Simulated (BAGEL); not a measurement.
**[Si5]2− ([Si5]2-) at HF/STO-3G (density fitting with qzvpp-jkfit)**

What is the vertical ionisation energy of [Si5]2− ([Si5]2-) at HF/STO-3G (density fitting with qzvpp-jkfit)? 

The calculation is run with BAGEL 1.2.2.

2 further runs of the same task are left out: 2 that didn't finish.

## Step 1: The molecule

The species is [Si5]2− (5 atoms), meant as a singlet with charge -2. The coordinates come from a GFN2-xTB relaxation.

Bond lengths: Si1–Si2 2.272 Å, Si1–Si3 2.272 Å, Si1–Si4 2.258 Å, Si2–Si5 2.273 Å, Si3–Si5 2.272 Å, Si4–Si5 2.259 Å. Angles: Si1–Si2–Si5 98.1°, Si2–Si1–Si3 67.1°, Si2–Si1–Si4 69.8°, Si3–Si1–Si4 69.9°, Si1–Si3–Si5 98.1°, Si1–Si4–Si5 98.9°, Si2–Si5–Si3 67.1°, Si2–Si5–Si4 69.8°, Si3–Si5–Si4 69.9°. A long bond or contact: Si2–Si3 2.511 Å.

## Step 2: A single-point energy at HF/STO-3G (density fitting with qzvpp-jkfit)

input.json reads:

```json
{ "bagel": [

{
  "title": "molecule",
  "basis": "sto-3g",
  "df_basis": "qzvpp-jkfit",
  "angstrom": true,
  "geometry": [
    { "atom": "Si", "xyz": [   -0.144880,   -1.263480,    1.152230 ] },
    { "atom": "Si", "xyz": [   -1.094170,    0.740080,    0.655340 ] },
    { "atom": "Si", "xyz": [   -0.382610,   -0.927550,   -1.081820 ] },
    { "atom": "Si", "xyz": [    1.425260,    0.182130,    0.413740 ] },
    { "atom": "Si", "xyz": [    0.196390,    1.268810,   -1.139500 ] }
  ]
},
{ "title": "hf", "charge": -2 },
{ "title": "print", "file": "orbitals.molden", "orbitals": true }

]}
```

Launch:

```bash
$ BAGEL_NUM_THREADS=1 BAGEL input.json > input.out
```

Output:

```text
* using 1 threads per process

  ===============================================================
  ===============================================================

  *** Geometry ***

  { "atom" : "Si", "xyz" : [     -0.273784,     -2.387631,      2.177399 ] },
  { "atom" : "Si", "xyz" : [     -2.067682,      1.398549,      1.238413 ] },
  { "atom" : "Si", "xyz" : [     -0.723028,     -1.752815,     -2.044344 ] },
  { "atom" : "Si", "xyz" : [      2.693351,      0.344176,      0.781855 ] },
  { "atom" : "Si", "xyz" : [      0.371123,      2.397703,     -2.153343 ] },

  Number of auxiliary basis functions:      640

  Since a DF basis is specified, we compute 2- and 3-index integrals:
    o Being stored without compression. Storage requirement is 0.010 GB

  Number of basis functions:       45
  Number of electrons      :       70

    * METHOD: MOLECULE                             0.29

  *** RHF ***

  === Nuclear Repulsion ===
   425.9273082477

      * DIIS with orbital gradients will be used.

  === RHF iteration (sto-3g) ===
      0      -1427.34540947          0.00324729           0.08
      1      -1427.36027655          0.00075575           0.08
      2      -1427.36144872          0.00037723           0.08
      3      -1427.36166549          0.00018050           0.08
      4      -1427.36173816          0.00006056           0.07
      5      -1427.36174803          0.00002349           0.08
      6      -1427.36174978          0.00000571           0.08
      7      -1427.36174987          0.00000090           0.08
      8      -1427.36174987          0.00000045           0.08
      9      -1427.36174987          0.00000018           0.08
     10      -1427.36174987          0.00000006           0.08
     11      -1427.36174987          0.00000002           0.08
     12      -1427.36174987          0.00000001           0.08
     13      -1427.36174987          0.00000001           0.08
    * SCF iteration converged.

    * Permanent dipole moment:
           (   -0.038741,    -0.004100,    -0.009578) a.u.

    * METHOD: HF                                   1.20

    * METHOD: PRINT                                0.00

  ===============================================================
```

Wall time 1.7 s (1 thread of Arm Neoverse V2, shared host); peak memory 0.1 GiB.

## Step 3: Doublet [Si5]−

job.json reads:

```json
{ "bagel" : [

{
  "title" : "molecule",
  "basis" : "sto-3g",
  "df_basis" : "qzvpp-jkfit",
  "angstrom" : true,
  "geometry" : [
    { "atom" : "Si", "xyz" : [      -0.144880,      -1.263480,       1.152230 ] },
    { "atom" : "Si", "xyz" : [      -1.094170,       0.740080,       0.655340 ] },
    { "atom" : "Si", "xyz" : [      -0.382610,      -0.927550,      -1.081820 ] },
    { "atom" : "Si", "xyz" : [       1.425260,       0.182130,       0.413740 ] },
    { "atom" : "Si", "xyz" : [       0.196390,       1.268810,      -1.139500 ] }
  ]
},

{
  "title" : "uhf",
  "charge" : -1,
  "nopen" : 1
},

{
  "title" : "print",
  "file" : "orbitals.molden",
  "orbitals" : true
}

]}
```

Launch:

```bash
$ BAGEL_NUM_THREADS=1 BAGEL job.json > job.out
```

Output:

```text
* using 1 threads per process

  ===============================================================
  ===============================================================

  *** Geometry ***

  { "atom" : "Si", "xyz" : [     -0.273784,     -2.387631,      2.177399 ] },
  { "atom" : "Si", "xyz" : [     -2.067682,      1.398549,      1.238413 ] },
  { "atom" : "Si", "xyz" : [     -0.723028,     -1.752815,     -2.044344 ] },
  { "atom" : "Si", "xyz" : [      2.693351,      0.344176,      0.781855 ] },
  { "atom" : "Si", "xyz" : [      0.371123,      2.397703,     -2.153343 ] },

  Number of auxiliary basis functions:      640

  Since a DF basis is specified, we compute 2- and 3-index integrals:
    o Being stored without compression. Storage requirement is 0.010 GB

  Number of basis functions:       45
  Number of electrons      :       70

    * METHOD: MOLECULE                             0.28

  *** Open-shell HF ***

  === Nuclear Repulsion ===
   425.9273082477

      * DIIS with orbital gradients will be used.

  === UHF iteration (sto-3g) ===
      0      -1427.67596885          0.00480169           0.14
      1      -1427.68827282          0.00204449           0.13
      2      -1427.69063702          0.00108966           0.14
      3      -1427.69119599          0.00058733           0.14
      4      -1427.69150417          0.00020413           0.13
      5      -1427.69154613          0.00005541           0.14
      6      -1427.69156564          0.00001897           0.14
      7      -1427.69157171          0.00001588           0.13
      8      -1427.69157624          0.00001399           0.13
      9      -1427.69158258          0.00001015           0.14
     10      -1427.69158652          0.00000457           0.13
     11      -1427.69158645          0.00000223           0.14
     12      -1427.69158646          0.00000126           0.14
     13      -1427.69158653          0.00000092           0.14
     14      -1427.69158658          0.00000070           0.13
     15      -1427.69158662          0.00000057           0.14
     16      -1427.69158665          0.00000043           0.14
     17      -1427.69158666          0.00000036           0.14
     18      -1427.69158666          0.00000029           0.14
     19      -1427.69158666          0.00000019           0.14
     20      -1427.69158666          0.00000012           0.13
     21      -1427.69158666          0.00000008           0.13
     22      -1427.69158666          0.00000006           0.14
     23      -1427.69158666          0.00000003           0.14
     24      -1427.69158666          0.00000002           0.14
     25      -1427.69158666          0.00000001           0.13
    * SCF iteration converged.

    * S^2 (UHF) is 0.7742

    * Permanent dipole moment:
           (   -0.053090,    -0.004247,    -0.014642) a.u.

    * METHOD: UHF                                  3.69

    * METHOD: PRINT                                0.00

  ===============================================================
```

Wall time 4.2 s (1 thread of Arm Neoverse V2, shared host); peak memory 0.1 GiB.

## Step 4: Outcome

Level: HF/STO-3G (density fitting with qzvpp-jkfit).

| quantity | value |
| --- | --- |
| singlet [Si5]2−: total energy | -1427.36175 Eh |
| singlet [Si5]2−: HOMO energy | 8.55 eV |
| singlet [Si5]2−: LUMO energy | 19.20 eV |
| singlet [Si5]2−: HOMO–LUMO gap (to an unbound level, set by the basis) | 10.65 eV |
| doublet [Si5]−: total energy | -1427.69159 Eh |
| doublet [Si5]−: ⟨S²⟩ | 0.774 |
| vertical detachment energy (to the doublet anion) | -8.975 eV |

The species is unbound against losing an electron at this level, by 8.98 eV (−207 kcal/mol); missing correlation or diffuse functions can give that sign where the real anion is bound. In a minimal basis such a difference can be off by several eV, whatever the method. The HOMO (singlet [Si5]2−) lies at positive energy, 8.55 eV: the electron is unbound at this level or held by a compact basis; values depend on the basis.
